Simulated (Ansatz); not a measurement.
# B2P3: the cost of one run

Computed with Ansatz 0.2.0 (DFT PBE, scalar-relativistic, plane waves, PAW, unless a step's input says otherwise).

1 further run of the same task is left out (set aside as unsound or not needed). Runs told in other sessions of the task aren't counted.

### Step 1. Starting point

The structure is orthorhombic, space group Cmmm (No. 65). The conventional cell has a = 4.148 Å, b = 4.561 Å, c = 5.965 Å, α = 90.00°, β = 90.00°, γ = 90.00°. B (site symmetry m2m) is surrounded by 1 B at 1.73 Å and 2 P at 2.03 Å. Around P (site symmetry mm2) lie 2 B at 2.03 Å. P (site symmetry mmm) has 8 P at 2.58 to 2.75 Å in its first shell of neighbours.

As a file:

```cif
data_structure
_symmetry_space_group_name_H-M 'P 1'
_symmetry_Int_Tables_number 1
_cell_length_a 3.0825
_cell_length_b 3.0825
_cell_length_c 5.9645
_cell_angle_alpha 90.000
_cell_angle_beta 90.000
_cell_angle_gamma 95.422
_cell_volume 56.42
loop_
_atom_site_label
_atom_site_type_symbol
_atom_site_fract_x
_atom_site_fract_y
_atom_site_fract_z
_atom_site_occupancy
B1 B 0.18974 0.81026 0.00000 1
B2 B 0.81026 0.18974 0.00000 1
P1 P 0.50000 0.50000 0.75692 1
P2 P 0.50000 0.50000 0.24308 1
P3 P 0.00000 0.00000 0.50000 1
```

The cell was relaxed beforehand at this level, from a generated guess; it is a trial structure. At a tolerance of 0.05 Å it has space group Cmmm (No. 65); it has 11.28 Å³/atom, an uncorrected energy of +0.64 eV/atom over the elements.

### Step 2. Electronic structure at the relaxed geometry

input.yaml

```yaml
crystal:
  lattice:
    - [2.0741354804, -2.2803201443, 0.0]
    - [2.0741354804, 2.2803201443, 0.0]
    - [0.0, 0.0, 5.9645289032]
  atoms:
    - { symbol: B, position: [0.1897388853, 0.8102611147, 0.0] }
    - { symbol: B, position: [0.8102611147, 0.1897388853, 0.0] }
    - { symbol: P, position: [0.5, 0.5, 0.7569173615] }
    - { symbol: P, position: [0.5, 0.5, 0.2430826385] }
    - { symbol: P, position: [0.0, 0.0, 0.5] }
basis:
  ecutwfc: 420
kpoints:
  mp_grid: { grid: [12, 12, 6] }
  band_path:
    path:
      - [[0.0, 0.0, 0.0], [-0.5, 0.5, 0.0], [-0.45683432, 0.54316568, 0.0]]
      - [[0.45683432, 0.45683432, 0.0], [0.0, 0.0, 0.0], [0.0, 0.0, 0.5], [0.45683432, 0.45683432, 0.5]]
      - [[-0.45683432, 0.54316568, 0.5], [-0.5, 0.5, 0.5], [-0.5, 0.5, 0.0]]
      - [[0.0, 0.0, 0.0], [0.0, 0.5, 0.0], [0.0, 0.5, 0.5], [0.0, 0.0, 0.5], [-0.5, 0.5, 0.5]]
    npoints: 14
hamiltonian:
  xc: pbe
scf:
  occupations: { method: gaussian, width: 0.1 }
  n_extra_bands: 12
output:
  forces: true
  stress: true
  eigenvalues: true
  populations: true
  dos: { projected: true, de: 0.02, nscf_kmesh: { grid: [15, 15, 8] } }
  bader: true
  write_density: true
  write_potential: true
  elf: true
  volumetric_format: npy
```

The run is started by

```sh
> ansatz run input.yaml --threads 1 --pin off --max-ram 2560MiB --backend cpu --events-out ev --progress --plain --runs-dir out
```

What time and memory should one allow on 1 thread of Arm Neoverse V1, shared host?

About 67 s, with a peak of 0.49 GiB.
